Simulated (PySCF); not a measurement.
# SiNH2F2 (SMILES [NH][SiH](F)F): UB2PLYP/cc-pVDZ

Aim: the vertical ionisation energy of SiNH2F2 at UB2PLYP/cc-pVDZ, from 2 runs. 

The calculation is run with PySCF 2.14.0.

## Step 1: The system as given

The species is SiNH2F2 (6 atoms), meant as a doublet with charge 0. SMILES: `[NH][SiH](F)F`. Geometry: relaxed at PBE0-D4/def2-TZVP. This is one conformer, not always the lowest.

Bond lengths: N1–Si2 1.727 Å, Si2–F3 1.580 Å, Si2–F4 1.587 Å, N1–H5 1.021 Å, Si2–H6 1.473 Å. Angles: N1–Si2–F3 107.9°, N1–Si2–F4 114.0°, F3–Si2–F4 106.4°, N1–Si2–H6 109.2°, F3–Si2–H6 109.9°, F4–Si2–H6 109.3°, Si2–N1–H5 116.5°.

## Step 2: The energy at UB2PLYP/cc-pVDZ

input.py

```python
from pyscf import gto, dft, mp

mol = gto.M(
    atom=[
    ('N', (-0.025400, 1.001700, -0.903700)),
    ('Si', (0.188000, -0.244900, 0.273000)),
    ('F', (1.578700, -0.941400, -0.004700)),
    ('F', (-0.908600, -1.390200, 0.207400)),
    ('H', (-0.977800, 1.156700, -1.236500)),
    ('H', (0.187200, 0.354100, 1.618300)),
],
    verbose=3,
    max_memory=1860,
    basis='cc-pvdz',
    spin=1,
)

ks = dft.UKS(mol)
ks.xc = '0.53*HF + 0.47*B88, 0.73*LYP'
ks.conv_tol = 1e-10
ks.grids.level = 0
ks.kernel()
if not ks.converged:
    ks = ks.newton().run(ks.mo_coeff, ks.mo_occ)

pt = mp.MP2(ks, frozen=8).run()
e_tot = ks.e_tot + 0.27 * pt.e_corr
print('PT2 part  %.8f' % (0.27 * pt.e_corr))
print(f'total energy: {e_tot:.8f} hartree')
```

Launch:

```
OMP_NUM_THREADS=1 python input.py
```

The log of the run:

```text
WARN: HOMO -0.279789092088194 >= LUMO -0.279789092088195

converged SCF energy = -544.679646632108  <S^2> = 0.75414919  2S+1 = 2.0041449
E(UMP2) = -545.395391048765  E_corr = -0.715744416656666
E(SCS-UMP2) = -545.375897882022  E_corr = -0.696251249914376
PT2 part  -0.19325099
total energy: -544.87289762 hartree
```

Wall time 2.5 s (1 thread of Arm Neoverse V2, shared host); peak memory 0.16 GiB.

## Step 3: The singlet cation

run.py

```python
from pyscf import gto, dft, mp

molecule = gto.M(
    atom=[
    ('N', (-0.025400, 1.001700, -0.903700)),
    ('Si', (0.188000, -0.244900, 0.273000)),
    ('F', (1.578700, -0.941400, -0.004700)),
    ('F', (-0.908600, -1.390200, 0.207400)),
    ('H', (-0.977800, 1.156700, -1.236500)),
    ('H', (0.187200, 0.354100, 1.618300)),
],
    max_memory=1860,
    charge=1,
    basis='cc-pvdz',
    verbose=4,
)

ks = dft.RKS(molecule)
ks.xc = '0.53*HF + 0.47*B88, 0.73*LYP'
ks.conv_tol = 1e-10
ks.grids.level = 0
ks.kernel()
if not ks.converged:
    ks = ks.newton().run(ks.mo_coeff, ks.mo_occ)

pt = mp.MP2(ks, frozen=8).run()
e_final = ks.e_tot + 0.27 * pt.e_corr
print('PT2 part  %.8f' % (0.27 * pt.e_corr))
print(f'total energy: {e_final:.8f} hartree')
```

Launch:

```
OMP_NUM_THREADS=1 python run.py
```

The log of the run:

```text
PySCF version 2.14.0

[INPUT] num. atoms = 6
[INPUT] num. electrons = 40
[INPUT] charge = 1
[INPUT] spin (= nelec alpha-beta = 2S) = 0
[INPUT] symmetry False subgroup None
[INPUT] Mole.unit = angstrom
[INPUT] Symbol           X                Y                Z      unit          X                Y                Z       unit  Magmom
[INPUT]  1 N     -0.025400000000   1.001700000000  -0.903700000000 AA   -0.047999043564   1.892938658977  -1.707745498769 Bohr   0.0
[INPUT]  2 Si     0.188000000000  -0.244900000000   0.273000000000 AA    0.355268511418  -0.462793927906   0.515895232006 Bohr   0.0
[INPUT]  3 F      1.578700000000  -0.941400000000  -0.004700000000 AA    2.983310632851  -1.778988173666  -0.008881712785 Bohr   0.0
[INPUT]  4 F     -0.908600000000  -1.390200000000   0.207400000000 AA   -1.717005156780  -2.627097258370   0.391929198235 Bohr   0.0
[INPUT]  5 H     -0.977800000000   1.156700000000  -1.236500000000 AA   -1.847774204600   2.185846208284  -2.336646353025 Bohr   0.0
[INPUT]  6 H      0.187200000000   0.354100000000   1.618300000000 AA    0.353756730519   0.669152020708   3.058143787384 Bohr   0.0

nuclear repulsion = 175.745953226296
number of shells = 26
number of NR pGTOs = 133
number of NR cGTOs = 70
basis = cc-pvdz
ecp = {}

******** <class 'pyscf.dft.rks.RKS'> ********
method = RKS
initial guess = minao
damping factor = 0
level_shift factor = 0
DIIS = <class 'pyscf.scf.diis.CDIIS'>
diis_start_cycle = 1
diis_space = 8
diis_damp = 0
SCF conv_tol = 1e-10
SCF conv_tol_grad = None
SCF max_cycles = 50
direct_scf = True
direct_scf_tol = 1e-13
XC library pyscf.dft.libxc version 7.0.0
    S. Lehtola, C. Steigemann, M. J.T. Oliveira, and M. A.L. Marques.,  SoftwareX 7, 1–5 (2018)
XC functionals = 0.53*HF + 0.47*B88, 0.73*LYP
    A. D. Becke.,  Phys. Rev. A 38, 3098 (1988)
    C. Lee, W. Yang, and R. G. Parr.,  Phys. Rev. B 37, 785 (1988)
    B. Miehlich, A. Savin, H. Stoll, and H. Preuss.,  Chem. Phys. Lett. 157, 200 (1989)
radial grids:
    Treutler-Ahlrichs [JCP 102, 346 (1995); DOI:10.1063/1.469408] (M4) radial grids

becke partition: Becke, JCP 88, 2547 (1988); DOI:10.1063/1.454033
pruning grids: <function nwchem_prune>
grids dens level: 0
symmetrized grids: False
atomic radii adjust function: <function treutler_atomic_radii_adjust>
small_rho_cutoff = 0
Set gradient conv threshold to 1e-05
Initial guess from minao.
tot grids = 6104
init E= -544.827274648277
  HOMO = -0.329502600678785  LUMO = -0.279789092088197  gap/eV = 1.35277
cycle= 1 E= -544.04905904191  delta_E= 0.778  |g|= 0.87  |ddm|=  2.1
  HOMO = -0.620797006375994  LUMO = -0.609151653046699  gap/eV = 0.31689
cycle= 2 E= -542.279404871539  delta_E= 1.77  |g|= 2.51  |ddm|= 2.22
  HOMO = -0.683238569646628  LUMO = -0.48493565696849  gap/eV = 5.39610
cycle= 3 E= -544.184317604289  delta_E= -1.9  |g|= 0.38  |ddm|= 2.02
  HOMO = -0.694379318425595  LUMO = -0.502426995903415  gap/eV = 5.22329
cycle= 4 E= -544.216306291676  delta_E= -0.032  |g|= 0.179  |ddm|= 0.232
  HOMO = -0.6939589426228  LUMO = -0.48123388441289  gap/eV = 5.78854
cycle= 5 E= -544.222804117749  delta_E= -0.0065  |g|= 0.0581  |ddm|= 0.119
  HOMO = -0.697147363754868  LUMO = -0.489744885304791  gap/eV = 5.64371
cycle= 6 E= -544.223921395951  delta_E= -0.00112  |g|= 0.00897  |ddm|= 0.0516
  HOMO = -0.697261138950269  LUMO = -0.488040794473478  gap/eV = 5.69318
cycle= 7 E= -544.223969739541  delta_E= -4.83e-05  |g|= 0.00185  |ddm|= 0.0151
  HOMO = -0.697048224403443  LUMO = -0.487843293205233  gap/eV = 5.69276
cycle= 8 E= -544.223976082593  delta_E= -6.34e-06  |g|= 0.00112  |ddm|= 0.00527
  HOMO = -0.697033248161866  LUMO = -0.487748146785598  gap/eV = 5.69494
cycle= 9 E= -544.223979699094  delta_E= -3.62e-06  |g|= 0.000739  |ddm|= 0.00426
  HOMO = -0.696942755771603  LUMO = -0.487753141996835  gap/eV = 5.69234
cycle= 10 E= -544.223982997827  delta_E= -3.3e-06  |g|= 0.000498  |ddm|= 0.00578
  HOMO = -0.696869845923133  LUMO = -0.487781787135636  gap/eV = 5.68958
cycle= 11 E= -544.223984382588  delta_E= -1.38e-06  |g|= 0.000313  |ddm|= 0.0046
  HOMO = -0.696828655052276  LUMO = -0.487807303855997  gap/eV = 5.68776
cycle= 12 E= -544.223984689842  delta_E= -3.07e-07  |g|= 6.37e-05  |ddm|= 0.00292
  HOMO = -0.696820006814555  LUMO = -0.48781738340724  gap/eV = 5.68725
cycle= 13 E= -544.223984697124  delta_E= -7.28e-09  |g|= 1.33e-05  |ddm|= 0.000352
  HOMO = -0.696819661565215  LUMO = -0.487816789830903  gap/eV = 5.68726
cycle= 14 E= -544.223984697408  delta_E= -2.84e-10  |g|= 6.13e-06  |ddm|= 8.38e-05
  HOMO = -0.696819424114932  LUMO = -0.487817755803779  gap/eV = 5.68723
cycle= 15 E= -544.223984697431  delta_E= -2.3e-11  |g|= 1.85e-06  |ddm|= 1.25e-05
  HOMO = -0.696819315692364  LUMO = -0.487817461378391  gap/eV = 5.68723
Extra cycle  E= -544.223984697433  delta_E= -1.71e-12  |g|= 1.6e-06  |ddm|= 2.54e-06
converged SCF energy = -544.223984697433

******** <class 'pyscf.mp.mp2.RMP2'> ********
nocc = 12, nmo = 62
frozen orbitals 8
E(RMP2) = -544.944121269349  E_corr = -0.720136571916444
E(SCS-RMP2) = -544.930089831606  E_corr = -0.70610513417295
E_corr(same-spin) = -0.182375483223211
E_corr(oppo-spin) = -0.537761088693233
PT2 part  -0.19443687
total energy: -544.41842157 hartree
```

It took 1.7 s on 1 thread of Arm Neoverse V2, shared host; peak memory 0.15 GiB.

## Step 4: Results

Level: UB2PLYP/cc-pVDZ, 8 core orbitals frozen.

| quantity | value |
| --- | --- |
| doublet SiNH2F2: total energy | -544.87290 Eh |
| doublet SiNH2F2: dipole moment (SCF part) | 2.05 D |
| doublet SiNH2F2: HOMO energy (SCF part's orbitals) (highest over α and β) | -10.01 eV |
| doublet SiNH2F2: LUMO energy (SCF part's orbitals) (lowest over α and β) | -1.85 eV |
| doublet SiNH2F2: ⟨S²⟩ | 0.754 |
| singlet cation: total energy | -544.41842 Eh |
| singlet cation: HOMO energy (SCF part's orbitals) | -18.96 eV |
| singlet cation: LUMO energy (SCF part's orbitals) | -13.27 eV |
| singlet cation: HOMO–LUMO gap (SCF part's orbitals) | 5.69 eV |
| vertical ionisation energy (to the singlet cation) | 12.367 eV |

What this shows: Removing an electron at fixed nuclei costs 12.37 eV (285 kcal/mol). Only the singlet of the ionised species was computed; a triplet could lie lower. Mulliken charges (doublet SiNH2F2) run from -0.35 on F4 to +0.97 on Si2; they depend strongly on the basis. Mulliken charges (singlet cation) run from -0.27 on F4 to +0.98 on Si2; they depend strongly on the basis.
